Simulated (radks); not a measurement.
# Taking charge from the 5p level of Xe in fractions

One table from this session's results is given with a row withheld; the runs are named, their logs left out.

Method: scalar-relativistic Kohn-Sham, PBE, spin-unpolarised, spherical densities, finite nucleus. Code: radks (a radial shooting solver on a logarithmic mesh, Libxc functionals) version 1.

## What is computed

| Property | Result |
| --- | --- |
| element | xenon (Z = 54) |
| charge | 0 |
| electrons | 54 |
| configuration | [Xe] |
| nuclear rms radius | 4.7859 fm |

The outer shells:

Xe
```
[Kr] core
4d [↑↓][↑↓][↑↓][↑↓][↑↓]
5s [↑↓]
5p [↑↓][↑↓][↑↓]
```

Set-up of the first run:

Input:

```text
Z 54
configuration [Xe]
relativity scalar-relativistic
functional pbe,pbe
spin unpolarised
nucleus finite rms 4.7859 fm
c 137.035999084
```

Among the steps run: Start: [Xe].

One of the session's tables, all rows but one given; the rest of the session is left out.

It belongs to the step «Start: [Xe]». Radial moments (bohr):

| level | <r> | outermost maximum (interpolated) | 90 % within | nodes |
| --- | --- | --- | --- | --- |
| 3s | 0.3064 | 0.279 | 0.450 | 2 |
| 3p | 0.3044 | 0.273 | 0.456 | 1 |
| 3d | 0.2809 | 0.226 | 0.441 | 0 |
| 4s | 0.7167 | 0.661 | 1.03 | 3 |
| 4p | ? | ? | ? | ? |
| 4d | 0.8768 | 0.748 | 1.33 | 1 |
| 5s | 1.862 | 1.63 | 2.72 | 4 |
| 5p | 2.313 | 1.91 | 3.48 | 3 |

Estimate the missing values for 4p.

**Answer.** <r>: 0.7649; outermost maximum (interpolated): 0.693; 90 % within: 1.12; nodes: 2. In the column «<r>» it lies between 4s (0.7167) and 4d (0.8768).
